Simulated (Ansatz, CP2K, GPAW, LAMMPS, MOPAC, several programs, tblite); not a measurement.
# KBr from cheap methods to r2SCAN

Aim: run KBr through methods of unlike cost and see what each gets, and at what price.

Method: no spin polarisation, static lattice; gaps from single points on the cell relaxed beforehand with r²SCAN, in LAMMPS, MOPAC, tblite, CP2K, GPAW, Ansatz (versions at each run).

## 1. The system as given

The structure is cubic, space group Fm-3m (No. 225). The conventional cell has a = 6.604 Å, b = 6.604 Å, c = 6.604 Å, α = 90.00°, β = 90.00°, γ = 90.00°. K (site symmetry m-3m) is surrounded by 6 Br at 3.30 Å. Br (site symmetry m-3m) is surrounded by 6 K at 3.30 Å.

Coordinates:

```cif
data_structure
_symmetry_space_group_name_H-M 'Fm-3m'
_symmetry_Int_Tables_number 225
_cell_length_a 6.6045
_cell_length_b 6.6045
_cell_length_c 6.6045
_cell_angle_alpha 90.000
_cell_angle_beta 90.000
_cell_angle_gamma 90.000
_cell_volume 288.08
loop_
_atom_site_label
_atom_site_type_symbol
_atom_site_symmetry_multiplicity
_atom_site_Wyckoff_symbol
_atom_site_fract_x
_atom_site_fract_y
_atom_site_fract_z
_atom_site_occupancy
K1 K 4 a 0.00000 0.00000 0.00000 1
Br1 Br 4 b 0.50000 0.00000 0.00000 1
```

The structure type (rocksalt) is imposed and need not be the compound's stable one.

**Question.** The methods are ffield.eim, PM6, PM7, GFN1-xTB (tblite), GFN2-xTB (tblite), PBE/DZVP, PBE/single-zeta, PBE/SZV, coarse PBE, GLLB-SC, PBE, r2SCAN. What gap does r2SCAN give on this cell, and which other methods (full PBE left aside) come nearest to r2SCAN and farthest in gap, volume and bulk modulus?

| quantity | value |
| --- | --- |
| r2SCAN | gap 5.07 eV, 36.01 Å³/atom, B₀ 16 GPa |
| gap: nearest and farthest of the other methods | PBE/DZVP (-0.56 eV), PM7 (+6.66 eV) |
| volume: nearest and farthest of the other methods | ffield.eim (-0.8 %), PBE/SZV (+8.1 %) |
| bulk modulus: nearest and farthest of the other methods | PBE/SZV (+1 %), ffield.eim (+1271 %) |

For the gap, of the 8 methods compared (full PBE left aside), PBE/DZVP comes nearest to r2SCAN and PM7 is farthest. For the volume, of the 4 methods compared (full PBE left aside), ffield.eim comes nearest to r2SCAN and PBE/SZV is farthest. Among the 4 methods compared for the bulk modulus (full PBE left aside), PBE/SZV is nearest to r2SCAN and ffield.eim farthest. A minimal basis or a coarse cutoff and mesh shifts results by its own error, so closeness to r2SCAN can be chance. Cluster runs see only the k-points that fold onto the zone centre, so their gaps can miss the band edges. GLLB-SC is compared with its derivative discontinuity added. GFN1-xTB (tblite) ended in an unphysical state and is left out of the comparison. No volume is given for PM6, PM7, GFN2-xTB (tblite), PBE/single-zeta, which can hide a larger miss. CPU times run from 0.17 s (ffield.eim) to 30 s (PBE/DZVP). On this cell PBE/DZVP, PBE/single-zeta, PBE/SZV, GLLB-SC cost more than r2SCAN itself (6.9 s), so they are no saving here. r2SCAN is a yardstick, not the truth: it usually gives gaps below the measured ones.
